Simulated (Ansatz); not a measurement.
# AlGaO (triplet): from Hartree-Fock to the top rungs at a displaced geometry (v1), cc-pVDZ

One table from this session's results is given with a row withheld; the runs are named, their logs left out.

Computed with Ansatz 0.2.0, Gaussian basis. Level: cc-pVDZ, core rule «outside noble gas», up to 20 orbitals frozen.

To be run: UHF; CCSD(T) on ROHF; CCSD(T) on UHF; BCCD(T) on ROHF; CISD; CCSDT(Q) on ROHF; CCSDT(Q) on UHF.

35 further runs of the same task are left out: 12 for a known fault of the program, 13 that didn't finish, 10 set aside as unsound or not needed.

### What is computed

The geometry is a PBE0/def2-TZVP stationary point (not a proven minimum) with its atoms shifted at random (size 0.040 Å). No spin-orbit coupling is included. The filled d shell of Ga may be among the frozen orbitals whatever the setting's name suggests; the logs give the count.

3 atoms, charge 0, spin multiplicity 3.

Atoms are counted from 1 here; the program's logs count them from 0.

Bond lengths: Al1–O2 1.707 Å, O2–Ga3 1.845 Å. Angles: Al1–O2–Ga3 177.2°.

As a file:

```
Al   -0.0154   -0.0090    1.7523
O    -0.0163   -0.0252    0.0455
Ga    0.0317    0.0342   -1.7978
```

Set-up of the first run:

in.yaml reads:

```yaml
crystal:
  periodic: [false, false, false]
  atoms:
    - {symbol: Al, position_ang: [-0.015433, -0.009008, 1.752340]}
    - {symbol: O, position_ang: [-0.016266, -0.025151, 0.045487]}
    - {symbol: Ga, position_ang: [0.031698, 0.034159, -1.797827]}
basis:
  gaussian: {orbitals: cc-pVDZ}
magnetization: {spin_polarized: true, initial_magnetization: 2}
hamiltonian: {xc: hf}
output: {orbitals: {seedname: orbitals}}
```

Command:

```bash
> ansatz run in.yaml --threads 1 --pin off --events-out ev --progress --plain --max-ram 2393MiB
```

Among the steps run: UHF; CCSD(T) on ROHF; CCSD(T) on UHF; BCCD(T) on ROHF; CISD; CCSDT(Q) on ROHF; CCSDT(Q) on UHF.

One of the session's tables, all rows but one given; the rest of the session is left out.

| method | from UCCSDT(Q) (meV) |
| --- | --- |
| ROHF | +7635.0 |
| UHF | +7615.8 |
| RMP2 | +664.1 |
| UMP2 | +656.2 |
| RCCSD | ? |
| UCCSD | +315.6 |
| RCCSD(T) | +69.6 |
| UCCSD(T) | +69.1 |
| BCCD(T) | +61.2 |
| RCCSDT | +37.3 |
| UCCSDT | +37.0 |
| RCCSDT(Q) | +9.9 |
| UCCSDT(Q) | 0 |

Estimate the missing values for RCCSD.

The run gave: from UCCSDT(Q) (meV): +316.1. In the column «from UCCSDT(Q) (meV)» it lies between UCCSD (+315.6) and UMP2 (+656.2).

Not comparable, so not listed: CISD (they don't share determinant, frozen orbitals or solution with the rows shown, or repeat one).

Limits of these values: Restricted and unrestricted rows rest on different reference determinants; where their highest levels disagree by more than a few hundredths of an eV, they describe different states and don't form one ladder.
